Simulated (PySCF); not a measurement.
# C6H11NO: magnetic properties

Aim: compute the magnetic properties of C6H11NO (`C/N=C\C=C(/C)OC`).

Computed with PySCF 2.14.0 and routines of our own; the level stands in each step. Atoms count from 0.

### 1 The starting structure

19 atoms, charge 0, multiplicity 1; geometry from: GFN2-xTB.

### 2 Magnetic properties: GIAO BHandHLYP/pcSseg-1

What the job is given:

```
{"job": {"kind": "mag", "xc": "BHandHLYP", "basis": "pcSseg-1", "isotopologues": 2}, "charge": 0, "multiplicity": 1}
C      2.693546     1.462167     0.077623
N      2.618314     0.027440     0.136650
C      1.507023    -0.582766     0.162925
C      0.173418    -0.027034     0.136743
C     -0.943007    -0.773066     0.209611
C     -0.959661    -2.268102     0.332781
O     -2.209289    -0.286968     0.184889
C     -2.410920     1.099390     0.050728
H      3.748985     1.734361     0.094723
H      2.247052     1.855096    -0.841257
H      2.195632     1.936493     0.929366
H      1.587497    -1.663471     0.209748
H      0.104195     1.046629     0.054622
H     -1.992891    -2.601050     0.381240
H     -0.477577    -2.730077    -0.526151
H     -0.439935    -2.587027     1.233509
H     -3.489709     1.243637     0.034411
H     -1.979144     1.474844    -0.881874
H     -1.983333     1.648756     0.894938
```

Method: GIAO BHandHLYP/pcSseg-1 magnetisability, rotational g tensor and spin-rotation constants, non-relativistic, gas phase.

Launch:

```sh
> OMP_NUM_THREADS=1 python excited_run.py task.json out
```

The driver reads the jobs from task.json and runs them one after another.

The program printed:

```text
coarse grid: 15488 points
cycle   1  E = -364.7873402027  dE =  1.285e+00  |g| = 5.796e-01  |ddm| = 3.810e+00
cycle   2  E = -364.7848039377  dE =  2.536e-03  |g| = 6.434e-01  |ddm| = 1.200e+00
cycle   3  E = -364.8637755284  dE = -7.897e-02  |g| = 9.809e-02  |ddm| = 7.161e-01
cycle   4  E = -364.8655830201  dE = -1.807e-03  |g| = 5.196e-02  |ddm| = 1.107e-01
cycle   5  E = -364.8661569750  dE = -5.740e-04  |g| = 1.113e-02  |ddm| = 6.082e-02
cycle   6  E = -364.8661852668  dE = -2.829e-05  |g| = 3.993e-03  |ddm| = 1.222e-02
cycle   7  E = -364.8661891649  dE = -3.898e-06  |g| = 1.080e-03  |ddm| = 5.354e-03
final grid: 148544 points
cycle   8  E = -364.9158111286  dE = -2.685e-05  |g| = 4.093e-03  |ddm| = 2.686e-02
cycle   9  E = -364.9158118499  dE = -7.213e-07  |g| = 3.878e-03  |ddm| = 6.627e-03
cycle  10  E = -364.9158149345  dE = -3.085e-06  |g| = 7.308e-04  |ddm| = 3.073e-03
cycle  11  E = -364.9158150368  dE = -1.023e-07  |g| = 1.135e-04  |ddm| = 6.999e-04
cycle  12  E = -364.9158150413  dE = -4.489e-09  |g| = 3.507e-05  |ddm| = 2.113e-04
cycle  13  E = -364.9158150416  dE = -3.351e-10  |g| = 1.340e-05  |ddm| = 5.804e-05
converged SCF energy = -364.9158150416

Magnetisability tensor (1e-30 J/T^2)
     -984.03       36.57       -4.50
       36.57    -1180.34       -7.86
       -4.50       -7.86    -1349.05
isotropic -1171.14   principal values   -1349.44  -1186.64   -977.35
isotropic susceptibility -70.528 1e-6 cm^3/mol

Inertial axes            a          b          c
rot. const./GHz      3.4425     1.1254     0.8621
chi total           -58.867    -71.460    -81.256
chi diamagnetic    -486.754  -1172.791  -1528.599
chi paramagnetic    427.887   1101.331   1447.343
quadrupole/D A       -9.996     10.840     -0.845
g nuclear            0.6518     0.5693     0.5830
g electronic        -0.6920    -0.5823    -0.5862
g total             -0.0402    -0.0130    -0.0032

Spin-rotation constants (kHz, H = +C I.J)
atom  isotope        aa         bb         cc
  1    14N        0.882      0.331      0.011
  8     1H        0.221     -0.119     -0.084
  9     1H       -0.307     -0.075     -0.010
 10     1H       -0.288     -0.080     -0.010
 11     1H       -0.299      0.123     -0.085
 12     1H       -0.332      0.098     -0.112
 13     1H        0.100     -0.116     -0.102
 14     1H       -0.322     -0.079     -0.017
 15     1H       -0.309     -0.080     -0.019
 16     1H        0.146     -0.106     -0.089
 17     1H       -0.240     -0.103     -0.005
 18     1H       -0.237     -0.098     -0.009
  0    13C*       0.663      0.159      0.156
  2    13C*       1.248      0.615      0.162
  3    13C*       1.055      0.416      0.092
  4    13C*       1.447      0.583      0.185
  5    13C*       0.508      0.145      0.136
  6    17O*      -0.522     -0.264     -0.071
  7    13C*       0.801      0.158      0.183
* in the singly substituted isotopologue

Isotopologues: g along a, b, c
2H    at 8,9,10,11,12,1    -0.0312    -0.0114    -0.0028
13C   at 0                 -0.0400    -0.0126    -0.0031
```

It took 72 s on 1 thread of Arm Neoverse N1, shared host; peak memory 0.84 GiB.

Key values:

```csv
quantity,value
magnetisability,-1171·10⁻³⁰ J/T²
molar susceptibility,-70.5·10⁻⁶ cm³/mol
"rotational g (a, b, c)","-0.0402, -0.0130, -0.0032"
```

The fields below are evaluated on a grid from the run's orbitals.

Frontier orbitals at BHandHLYP/pcSseg-1, with the share of their density that lies nearest to each atom:

```csv
orbital,energy (eV),lies on
HOMO,-7.39,C3 27 %; N1 23 %; C4 17 %
LUMO,0.32,C4 27 %; N1 21 %; C2 16 %
```

ELF in a plane through or near 13 of the atoms.

Ten even steps from ' ' (0.00) to '@' (1.00):
```
                                                        
                                                        
                                                        
                                    --%%@@==            
                              ..::::%%@@@@@@            
                              ==**--@@@@@@@@..          
                ..    ..##--  ==**##--%%##--            
        ::::..--==::  ==@@@@::..--++**::                
      ++@@@@##::++==  ++@@@@##  ::**--%%++..            
      %%@@@@@@::::==  ..**..==**++##++%%##::            
      ##@@@@%%++@@##--==##**====++++==++::              
        --..  **::==%%..****======##::....              
            ++@@%%****::++::  ==##::%%@@@@@@            
            ##@@@@++::@@@@##  ----%%##@@@@@@            
            --**++  ..@@@@%%  --**++++%%@@##            
                      @@@@==  ..----..::--..            
                      ::--                              
                                                        
                                                        
                                                        
```
The map spans 13.4 Å across and 10.1 Å up, centred on the molecule. Atoms in the plane (x, y in Å): C0 (-3.0, 0.4), N1 (-2.4, -0.9), C2 (-1.2, -1.1), C3 (-0.2, -0.1), C4 (1.2, -0.4), C5 (1.7, -1.8), O6 (2.2, 0.5), C7 (1.8, 1.9), H8 (-4.1, 0.2), H11 (-0.9, -2.1), H12 (-0.5, 0.9), H13 (2.8, -1.7), H16 (2.8, 2.4).

On the surface of density 0.002 e/bohr³ the electrostatic potential runs, from the 1st to the 99th percentile, from -2.07 V near N1 to 1.06 V near H16.

### 3 Magnetic properties: GIAO revPBE/6-31++G**

Settings changed since step 2:

```diff
@@ -1,2 +1,2 @@
-{"job": {"kind": "mag", "xc": "BHandHLYP", "basis": "pcSseg-1", "isotopologues": 2}, "charge": 0, "multiplicity": 1}
+{"job": {"kind": "mag", "xc": "revPBE", "basis": "6-31++G**"}, "charge": 0, "multiplicity": 1}
 C      2.693546     1.462167     0.077623
```

Level: GIAO revPBE/6-31++G** magnetisability, rotational g tensor and spin-rotation constants, non-relativistic, gas phase.

The program printed:

```text
coarse grid: 15488 points
cycle   1  E = -365.0695665244  dE =  8.177e-01  |g| = 6.954e-01  |ddm| = 7.698e+00
cycle   2  E = -364.7933265859  dE =  2.762e-01  |g| = 1.271e+00  |ddm| = 2.198e+01
cycle   3  E = -365.1543086055  dE = -3.610e-01  |g| = 3.892e-01  |ddm| = 1.902e+01
cycle   4  E = -365.1908141865  dE = -3.651e-02  |g| = 1.066e-01  |ddm| = 1.379e+00
cycle   5  E = -365.1927370785  dE = -1.923e-03  |g| = 6.195e-02  |ddm| = 4.445e-01
cycle   6  E = -365.1935060658  dE = -7.690e-04  |g| = 1.568e-02  |ddm| = 2.025e-01
cycle   7  E = -365.1935509640  dE = -4.490e-05  |g| = 8.511e-03  |ddm| = 9.023e-02
cycle   8  E = -365.1935707342  dE = -1.977e-05  |g| = 9.190e-04  |ddm| = 2.827e-02
cycle   9  E = -365.1935709113  dE = -1.771e-07  |g| = 3.713e-04  |ddm| = 4.157e-03
final grid: 148544 points
cycle  10  E = -365.0969959441  dE = -7.998e-05  |g| = 2.108e-02  |ddm| = 3.476e-01
cycle  11  E = -365.0966761920  dE =  3.198e-04  |g| = 4.374e-02  |ddm| = 1.956e-01
cycle  12  E = -365.0970653416  dE = -3.891e-04  |g| = 1.099e-02  |ddm| = 1.265e-01
cycle  13  E = -365.0970973034  dE = -3.196e-05  |g| = 2.215e-03  |ddm| = 3.730e-02
cycle  14  E = -365.0970984147  dE = -1.111e-06  |g| = 5.870e-04  |ddm| = 9.673e-03
cycle  15  E = -365.0970984822  dE = -6.752e-08  |g| = 2.599e-04  |ddm| = 2.878e-03
cycle  16  E = -365.0970984988  dE = -1.663e-08  |g| = 5.242e-05  |ddm| = 6.685e-04
cycle  17  E = -365.0970984995  dE = -7.074e-10  |g| = 9.596e-06  |ddm| = 3.114e-04
converged SCF energy = -365.0970984995

Magnetisability tensor (1e-30 J/T^2)
     -946.39       38.84       -4.57
       38.84    -1145.79       -9.26
       -4.57       -9.26    -1324.21
isotropic -1138.80   principal values   -1324.71  -1152.69   -938.99
isotropic susceptibility -68.580 1e-6 cm^3/mol

Inertial axes            a          b          c
rot. const./GHz      3.4425     1.1254     0.8621
chi total           -56.553    -69.417    -79.770
chi diamagnetic    -487.647  -1172.758  -1529.433
chi paramagnetic    431.094   1103.340   1449.663
quadrupole/D A       -9.439      9.825     -0.387
g nuclear            0.6518     0.5693     0.5830
g electronic        -0.6972    -0.5834    -0.5871
g total             -0.0454    -0.0140    -0.0041

Spin-rotation constants (kHz, H = +C I.J)
atom  isotope        aa         bb         cc
  1    14N        0.785      0.274      0.016
  8     1H        0.235     -0.119     -0.085
  9     1H       -0.301     -0.074     -0.007
 10     1H       -0.282     -0.080     -0.007
 11     1H       -0.278      0.126     -0.082
 12     1H       -0.315      0.101     -0.109
 13     1H        0.110     -0.116     -0.105
 14     1H       -0.322     -0.079     -0.014
 15     1H       -0.310     -0.080     -0.017
 16     1H        0.158     -0.105     -0.091
 17     1H       -0.236     -0.101     -0.003
 18     1H       -0.232     -0.097     -0.006
  0    13C*       0.623      0.146      0.148
  2    13C*       1.150      0.525      0.155
  3    13C*       0.973      0.360      0.082
  4    13C*       1.302      0.504      0.176
  5    13C*       0.470      0.131      0.122
  6    17O*      -0.578     -0.269     -0.080
  7    13C*       0.763      0.141      0.171
* in the singly substituted isotopologue
```

It took 95 s on 1 thread of Arm Neoverse N1, shared host; peak memory 0.72 GiB.

In short:

```csv
quantity,value
magnetisability,-1139·10⁻³⁰ J/T²
molar susceptibility,-68.6·10⁻⁶ cm³/mol
"rotational g (a, b, c)","-0.0454, -0.0140, -0.0041"
```

### 4 Magnetic properties side by side

```csv
level,ξ (10⁻³⁰ J/T²),g(a),g(b),gap (eV),functions,time
GIAO BHandHLYP/pcSseg-1,-1171,-0.0402,-0.0130,7.71,191,72 s
GIAO revPBE/6-31++G**,-1139,-0.0454,-0.0140,3.43,210,95 s
```

### 5 What came out

| quantity | value |
| --- | --- |
| magnetisability (step 2, GIAO BHandHLYP/pcSseg-1) | -1171·10⁻³⁰ J/T² |
| molar susceptibility (step 2, GIAO BHandHLYP/pcSseg-1) | -70.5·10⁻⁶ cm³/mol |
| rotational g (a, b, c) (step 2, GIAO BHandHLYP/pcSseg-1) | -0.0402, -0.0130, -0.0032 |
| surface potential, 1st and 99th percentile | -2.07 V and 1.06 V |
| magnetisability over the levels | -1171 to -1139·10⁻³⁰ J/T² |

The magnetisability spreads by 2.8 % over 2 levels, from GIAO BHandHLYP/pcSseg-1 (72 s) to GIAO revPBE/6-31++G** (95 s); the runs took 72 s to 95 s. Two levels can agree by chance, so this spread shows no convergence. Vibrational averaging and real surroundings are missing from these values.
